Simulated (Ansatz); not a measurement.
# ClH3Si: the cost of one run

The runs use Ansatz 0.2.0, Gaussian basis; PBE0-D4/def2-TZVP structures, single points in def2-TZVPP, no counterpoise correction.

Levels: SPW92, PBE-D4, BLYP-D4, r2SCAN-D4, B97M-V, PBE0-D4, B3LYP-D4, r2SCAN0-D4, BHLYP-D4, CAM-B3LYP-D4, wB97X-V, wB97M-V, B2PLYP, PBE-QIDH, RPA on PBE, Hartree-Fock, MP2, CCSD, CCSD(T).

Correlated methods freeze the cores. B3LYP uses VWN-RPA correlation. B2PLYP carries no dispersion term here.

113 further runs of the same task are left out: 113 set aside as unsound or not needed.

## (1) Starting geometry

The complex: 11 atoms, charge 0, spin multiplicity 1.

Atoms are counted from 1 here; the program's logs count them from 0.

Bond lengths: Si1–H2 1.579 Å, Si1–H3 1.478 Å, Si1–H4 1.480 Å, Si1–Cl5 2.246 Å, Si1–N7 1.930 Å, H6–N7 1.025 Å, N7–H10 1.017 Å, N7–H11 1.018 Å, H8–F9 0.960 Å. Angles: H2–Si1–H3 94.3°, H2–Si1–H4 91.9°, H2–Si1–Cl5 169.0°, H2–Si1–N7 85.8°, H3–Si1–H4 125.3°, H3–Si1–Cl5 92.8°, H3–Si1–N7 114.8°, H4–Si1–Cl5 90.9°, H4–Si1–N7 119.8°, Cl5–Si1–N7 83.6°, Si1–N7–H6 112.5°, Si1–N7–H10 108.7°, Si1–N7–H11 107.9°, H6–N7–H10 108.9°, H6–N7–H11 112.1°, H10–N7–H11 106.5°.

As a file:

```
atom     x (Å)     y (Å)     z (Å)
 Si1  -0.50258  -0.74215   0.56441
  H2  -1.01840  -0.55556  -0.91593
  H3   0.17104  -2.02770   0.28637
  H4  -1.87026  -0.59457   1.11071
 Cl5   0.37604  -0.60378   2.62710
  H6   0.78990   0.95250  -0.75914
  N7   0.57474   0.82549   0.23475
  H8  -0.32134  -0.08232  -2.00791
  F9   0.31411   0.43244  -2.51146
 H10   0.07023   1.64328   0.56903
 H11   1.41652   0.75248   0.80217
```

Its parts: SiH3Cl holds atoms 1, 2, 3, 4, 5; NH3 holds atoms 6, 7, 10, 11; HF holds atoms 8, 9. Each part counts its atoms afresh in its own runs.

## (2) Relaxing SiH3Cl alone

relax-a/in.yaml reads:

```yaml
crystal:
  periodic: [false, false, false]
  atoms:
    - {symbol: Si, position_ang: [-0.502581, -0.742154, 0.564413]}
    - {symbol: H, position_ang: [-1.018401, -0.555564, -0.915934]}
    - {symbol: H, position_ang: [0.171040, -2.027695, 0.286367]}
    - {symbol: H, position_ang: [-1.870263, -0.594574, 1.110708]}
    - {symbol: Cl, position_ang: [0.376036, -0.603777, 2.627103]}
basis:
  gaussian: {orbitals: def2-TZVP}
hamiltonian: {xc: pbe0, dispersion: d4}
relax: {f_tol: 0.005, max_steps: 200}
```

On the command line:

```sh
$ ansatz run in.yaml --threads 4 --pin off --events-out ev --progress --plain --max-ram 9574MiB
```

**Question.** How long does this run take on 4 threads of Arm Neoverse V2, shared host?

About 3.7 s.
